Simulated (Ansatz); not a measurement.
# SnPb2: one candidate structure

Where does SnPb2 go from the start given, cubic Laves (C15) type (Fd-3m, No. 227)?

Computed with Ansatz 0.2.0 (DFT PBE, scalar-relativistic, plane waves, PAW, unless a step's input says otherwise).

1 further run of the same task is left out (for a known fault of the program).

## Step 1: The structure to begin with

The structure is cubic, space group Fd-3m (No. 227). Conventional cell: a = 8.902 Å, b = 8.902 Å, c = 8.902 Å, α = 90.00°, β = 90.00°, γ = 90.00°. Sn (site symmetry -43m) has 12 Pb at 3.69 Å and 4 Sn at 3.85 Å as nearest neighbours. Around Pb (site symmetry -3m) lie 6 Pb at 3.15 Å.

As a file:

```
CELL_PARAMETERS angstrom
0.00000 4.45098 4.45098
4.45098 0.00000 4.45098
4.45098 4.45098 0.00000
ATOMIC_POSITIONS crystal
Sn 0.00000 0.00000 0.00000
Sn 0.25000 0.25000 0.25000
Pb 0.62500 0.62500 0.62500
Pb 0.12500 0.62500 0.62500
Pb 0.62500 0.62500 0.12500
Pb 0.62500 0.12500 0.62500
```

(A quick probe on a coarse mesh, which set the mesh and smearing, is not shown.)

## Step 3: A loose first relaxation

Input file input.yaml:

```yaml
crystal:
  lattice:
    - [0.0, 4.4509792584, 4.4509792584]
    - [4.4509792584, 0.0, 4.4509792584]
    - [4.4509792584, 4.4509792584, 0.0]
  atoms:
    - { symbol: Sn, position: [0.0, 0.0, 0.0] }
    - { symbol: Sn, position: [0.25, 0.25, 0.25] }
    - { symbol: Pb, position: [0.625, 0.625, 0.625] }
    - { symbol: Pb, position: [0.125, 0.625, 0.625] }
    - { symbol: Pb, position: [0.625, 0.625, 0.125] }
    - { symbol: Pb, position: [0.625, 0.125, 0.625] }
basis:
  ecutwfc: 420
kpoints:
  mp_grid: { grid: [4, 4, 4] }
hamiltonian:
  xc: pbe
scf:
  occupations: { method: gaussian, width: 0.1 }
  lower_state_search: "off"
output:
  forces: true
  stress: true
  eigenvalues: true
relax:
  adjacent_minimum: "off"
  f_tol: 0.04
  max_steps: 70
  cell: { stress_tol: 0.4 }
```

Command:

```
ansatz run input.yaml --threads 1 --pin off --max-ram 2560MiB --backend cpu --events-out ev --progress --plain --runs-dir out
```

Further runs follow: the relaxation.

**Question.** What will these runs give?

**Answer**, as computed:

Formation energies count from the elements, computed with the same settings in runs not shown here.

```
                          quantity                                                                      value
               cell (conventional)  a = 9.235 Å, b = 9.235 Å, c = 9.235 Å, α = 90.00°, β = 90.00°, γ = 90.00°
                       space group                                                            Fd-3m (No. 227)
                            volume                                                              32.82 Å³/atom
                   gap on the mesh                                                               none (metal)
formation energy from the elements                                                             +0.222 eV/atom
```

**Reading.** The space group stayed Fd-3m, and from the first guess the volume went from 29.39 to 32.82 Å³/atom. The formation energy of +0.22 eV/atom is positive, so the elements lie lower than this structure; another structure of the compound can lie lower. Spin-orbit coupling is left out for Pb.
